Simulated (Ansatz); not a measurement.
**C2H10GeN2: one species, many methods**

One table from this session's results is given with a row withheld; the runs are named, their logs left out.

Method: functionals in def2-TZVPP, the program's frozen cores in correlated methods; program: Ansatz 0.2.0, Gaussian basis.

Plan: PBE-D4, r2SCAN-D4, PBE0-D4, B3LYP-D4, ωB97X-V, ωB97M-V, B2PLYP; CCSD(T)/def2-TZVPP; MP2/def2-QZVPP; extrapolation to the limit.

## The geometry

An earlier PBE0-D4 in a triple-zeta def2 set relaxation fixed the geometry.

15 atoms, charge 0, spin multiplicity 1.

Atoms are counted from 1 here; the program's logs count them from 0.

Bond lengths: C1–N2 1.449 Å, C1–H6 1.100 Å, C1–H7 1.094 Å, C1–H8 1.092 Å, N2–Ge3 1.829 Å, N2–H9 1.009 Å, Ge3–N4 1.829 Å, Ge3–H10 1.547 Å, Ge3–H11 1.547 Å, N4–C5 1.449 Å, N4–H12 1.009 Å, C5–H13 1.100 Å, C5–H14 1.092 Å, C5–H15 1.094 Å. Angles: N2–C1–H6 114.3°, N2–C1–H7 110.5°, N2–C1–H8 109.1°, H6–C1–H7 107.8°, H6–C1–H8 107.6°, H7–C1–H8 107.2°, C1–N2–Ge3 119.8°, C1–N2–H9 113.0°, Ge3–N2–H9 114.5°, N2–Ge3–N4 104.5°, N2–Ge3–H10 104.9°, N2–Ge3–H11 115.8°, N4–Ge3–H10 115.8°, N4–Ge3–H11 104.9°, H10–Ge3–H11 111.2°, Ge3–N4–C5 119.8°, Ge3–N4–H12 114.5°, C5–N4–H12 113.0° and more.

Geometry (Å):

```xyz
15

C    -0.87127    1.71379   -0.97665
N     0.37995    1.36463   -0.33496
Ge    1.09875   -0.29759   -0.59047
N    -0.10034   -1.44033    0.18485
C    -0.31889   -1.39145    1.61630
H    -0.78289    1.93828   -2.04943
H    -1.32363    2.58245   -0.48855
H    -1.57227    0.88287   -0.86997
H     1.05210    2.11677   -0.34771
H     2.49424   -0.23398    0.07478
H     1.20181   -0.76703   -2.06118
H    -0.07492   -2.38142   -0.17753
H     0.47949   -1.85648    2.21248
H    -0.40059   -0.34843    1.93044
H    -1.26150   -1.88206    1.87762
```

Set-up of the first run:

in.yaml reads:

```yaml
crystal:
  periodic: [false, false, false]
  atoms:
    - {symbol: C, position_ang: [-0.871274, 1.713788, -0.976653]}
    - {symbol: N, position_ang: [0.379946, 1.364632, -0.334956]}
    - {symbol: Ge, position_ang: [1.098748, -0.297586, -0.590465]}
    - {symbol: N, position_ang: [-0.100343, -1.440326, 0.184852]}
    - {symbol: C, position_ang: [-0.318895, -1.391451, 1.616299]}
    - {symbol: H, position_ang: [-0.782891, 1.938281, -2.049432]}
    - {symbol: H, position_ang: [-1.323628, 2.582452, -0.488553]}
    - {symbol: H, position_ang: [-1.572272, 0.882868, -0.869970]}
    - {symbol: H, position_ang: [1.052099, 2.116765, -0.347709]}
    - {symbol: H, position_ang: [2.494244, -0.233978, 0.074778]}
    - {symbol: H, position_ang: [1.201805, -0.767030, -2.061181]}
    - {symbol: H, position_ang: [-0.074922, -2.381424, -0.177529]}
    - {symbol: H, position_ang: [0.479490, -1.856476, 2.212482]}
    - {symbol: H, position_ang: [-0.400587, -0.348434, 1.930438]}
    - {symbol: H, position_ang: [-1.261500, -1.882061, 1.877619]}
basis:
  gaussian: {orbitals: def2-TZVPP}
hamiltonian: {xc: pbe, dispersion: d4}
output: {forces: true, orbitals: {seedname: orbitals}}
```

The run is started by

```sh
> ansatz run in.yaml --threads 2 --pin off --events-out ev --progress --plain --max-ram 32768MiB --backend cuda --devices 0, --max-vram 18GiB
```

Steps of the session up to this table: PBE-D4 (GGA); r2SCAN-D4 (meta-GGA); PBE0-D4 (hybrid); B3LYP-D4 (hybrid); ωB97X-V (range-separated); ωB97M-V (range-separated); B2PLYP (double hybrid); CCSD(T) in def2-TZVPP; MP2 in def2-QZVPP.

One of the session's tables, all rows but one given; the rest of the session is left out.

It belongs to the step «Atomisation energies». 

| method | atomisation energy (eV) |
| --- | --- |
| PBE-D4 | 54.441 |
| r2SCAN-D4 | 53.440 |
| PBE0-D4 | 53.594 |
| B3LYP-D4 | 53.770 |
| ωB97X-V | 53.922 |
| ωB97M-V | 53.707 |
| B2PLYP | 53.084 |
| HF/def2-TZVPP | 37.909 |
| MP2/def2-TZVPP | ? |
| CCSD/def2-TZVPP | 51.642 |
| CCSD(T)/def2-TZVPP | 52.363 |
| MP2/CBS | 53.975 |
| CCSD(T)/CBS | 53.720 |

Estimate the missing values for MP2/def2-TZVPP.

As computed: atomisation energy (eV): 52.618. In the column «atomisation energy (eV)» it lies between CCSD(T)/def2-TZVPP (52.363) and B2PLYP (53.084).
